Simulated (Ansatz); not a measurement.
**GeH5NOS: rigid scan of one bond length, by script**

How does the energy of GeH5NOS change as one bond is stretched? A script is to give a rigid scan of one bond length; the system is GeH5NOS.

Computed with Ansatz 0.2.0, driven from Python. Level of theory: Hartree-Fock/def2-SVP.

## 1. The structure

Bond lengths: N1–Ge2 1.815 Å, Ge2–O3 1.784 Å, Ge2–S4 2.164 Å, N1–H5 1.081 Å, N1–H6 1.105 Å, Ge2–H7 1.579 Å, O3–H8 1.015 Å, S4–H9 1.419 Å. Angles: N1–Ge2–O3 107.9°, N1–Ge2–S4 111.9°, N1–Ge2–H7 108.9°, O3–Ge2–S4 109.7°, O3–Ge2–H7 110.2°, S4–Ge2–H7 108.4°, Ge2–N1–H5 108.7°, Ge2–N1–H6 108.0°, H5–N1–H6 102.1°, Ge2–O3–H8 103.1°, Ge2–S4–H9 95.8°.

No structure file is read: the coordinates are typed or built in the script.

## 2. The code

File geh5nos_scan.py:

```python
"""Potential curve of GeH5NOS along one bond."""

import ansatz as az
import matplotlib.pyplot as plt
import numpy as np


def main() -> None:
    geometry_ang = [
        ("N", [-0.1293, 0.7995, -1.3431]),
        ("Ge", [0.3974, -0.2097, 0.0707]),
        ("O", [0.6794, -1.8705, -0.5169]),
        ("S", [-1.0914, -0.2351, 1.6416]),
        ("H", [-1.0851, 0.4351, -1.6921]),
        ("H", [-0.3877, 1.806, -0.9661]),
        ("H", [1.7326, 0.3936, 0.6606]),
        ("H", [1.0865, -2.3345, 0.2889]),
        ("H", [-1.1139, 1.1694, 1.8392]),
    ]
    geh5nos = az.Crystal.molecule()
    for symbol, xyz in geometry_ang:
        geh5nos = geh5nos.atom(symbol, xyz)

    symbols = [site.symbol for site in geh5nos.cartesian_sites]
    start = np.array([site.position_ang for site in geh5nos.cartesian_sites])
    axis = (start[5] - start[0]) / np.linalg.norm(start[5] - start[0])
    moving = [5]
    lengths, energies = [0.94, 1.02, 1.11, 1.22, 1.38, 1.66, 1.99, 2.43], []
    for length in lengths:
        xyz = start.copy()
        xyz[moving] += (length - np.linalg.norm(start[5] - start[0])) * axis
        point = az.Crystal.molecule()
        for symbol, place in zip(symbols, xyz):
            point = point.atom(symbol, place.tolist())
        calculation = (
            point.calculation()
            .basis(gaussian="def2-SVP")
            .functional("hf")
            .spin("collinear")
        )
        summary = calculation.run().report
        energies.append(summary["free_energy_ev"])
        print(f"r = {length:6.3f} A  E = {energies[-1]:.5f} eV  <S^2> = {abs(summary['mean_field']['state']['spin_squared']):.3f}")

    print("energy above the lowest point (eV):", [round(e - min(energies), 3) for e in energies])
    plt.figure(figsize=(4.5, 3))
    plt.plot(lengths, np.array(energies) - min(energies), "o-")
    plt.xlabel("bond length (A)")
    plt.ylabel("E - E(min) (eV)")
    plt.tight_layout()
    plt.savefig("scan.png", dpi=100)


if __name__ == "__main__":
    main()
```

## 3. The calls as engine input

The package turns the script's settings into the engine's input (first run):

```yaml
crystal:
  periodic: [false, false, false]
  atoms:
    - { symbol: "N", position_ang: [-0.1293, 0.7995, -1.3431] }
    - { symbol: Ge, position_ang: [0.3974, -0.2097, 0.0707] }
    - { symbol: O, position_ang: [0.6794, -1.8705, -0.5169] }
    - { symbol: S, position_ang: [-1.0914, -0.2351, 1.6416] }
    - { symbol: H, position_ang: [-1.0851, 0.4351, -1.6921] }
    - { symbol: H, position_ang: [-0.34903290656423475, 1.6553868825731513, -1.0225144513362363] }
    - { symbol: H, position_ang: [1.7326, 0.3936, 0.6606] }
    - { symbol: H, position_ang: [1.0865, -2.3345, 0.2889] }
    - { symbol: H, position_ang: [-1.1139, 1.1694, 1.8392] }
basis:
  gaussian:
    orbitals: def2-SVP
hamiltonian:
  xc: hf
magnetization:
  spin_polarized: true
```

## 4. Running it

Run with:

```bash
$ python geh5nos_scan.py
```

Log:

```text
r =  0.940 A  E = -70876.57317 eV  <S^2> = 0.000
r =  1.020 A  E = -70876.70523 eV  <S^2> = 0.000
r =  1.110 A  E = -70876.50792 eV  <S^2> = 0.000
r =  1.220 A  E = -70875.99495 eV  <S^2> = 0.000
r =  1.380 A  E = -70875.02645 eV  <S^2> = 0.000
r =  1.660 A  E = -70873.59961 eV  <S^2> = 0.489
r =  1.990 A  E = -70873.14316 eV  <S^2> = 0.854
r =  2.430 A  E = -70873.06420 eV  <S^2> = 0.974
energy above the lowest point (eV): [0.132, 0.0, 0.197, 0.71, 1.679, 3.106, 3.562, 3.641]
```

Run time: 46 s. Hardware: 1 thread of Intel Xeon 6975P-C (Granite Rapids), shared host; peak memory 0.49 GiB.

## 5. What changed from run to run

The engine's inputs for some of the other runs:

Run 5, against run 1:

```diff
@@ -9 +9 @@
-    - { symbol: H, position_ang: [-0.34903290656423475, 1.6553868825731513, -1.0225144513362363] }
+    - { symbol: H, position_ang: [-0.4518866075091957, 2.0560147850542005, -0.8724531306851131] }
```

Run 7, against run 1:

```diff
@@ -9 +9 @@
-    - { symbol: H, position_ang: [-0.34903290656423475, 1.6553868825731513, -1.0225144513362363] }
+    - { symbol: H, position_ang: [-0.5944792383647097, 2.611430740766565, -0.664413572509692] }
```

Run 8, against run 1:

```diff
@@ -9 +9 @@
-    - { symbol: H, position_ang: [-0.34903290656423475, 1.6553868825731513, -1.0225144513362363] }
+    - { symbol: H, position_ang: [-0.6973329393096708, 3.012058643247615, -0.5143522518585686] }
```

Lines on the test bed's own set-up are left out of the output.

## 6. The runs side by side

The 8 runs, in the order started:

```
run  distance (Å)  energy from run 2 (eV)  <S²>  SCF cycles  CPU time (s)
  1          0.94                  0.1321  0.00          11           2.1
  2          1.02                  0.0000  0.00          11           1.9
  3          1.11                  0.1973  0.00          11           2.3
  4          1.22                  0.7103  0.00          12           2.6
  5          1.38                  1.6788  0.00          29           4.2
  6          1.66                  3.1056  0.49          29             6
  7          1.99                  3.5621  0.85          82            10
  8          2.43                  3.6410  0.97         167            16
```

## 7. Summary of results

```
                  quantity     value
             runs compared         8
           range of energy  3.641 eV
lowest point, distance (Å)      1.02
```

The curve has its lowest point inside the range, at 1.02. The ends stand 0.132 and 3.64 eV above it. The distance scanned is the script's pair 0, 5. <S²> moves from 0.00 to 0.97: along the scan the mean field breaks spin symmetry. The dearest, run 8 (distance 2.43), took some 8.3 times as long as run 2 (distance 1.02). Reading the output:
- The rest of the molecule is held rigid at a force-field or estimated start geometry, and the basis set is modest; single-reference methods fail as a bond breaks.
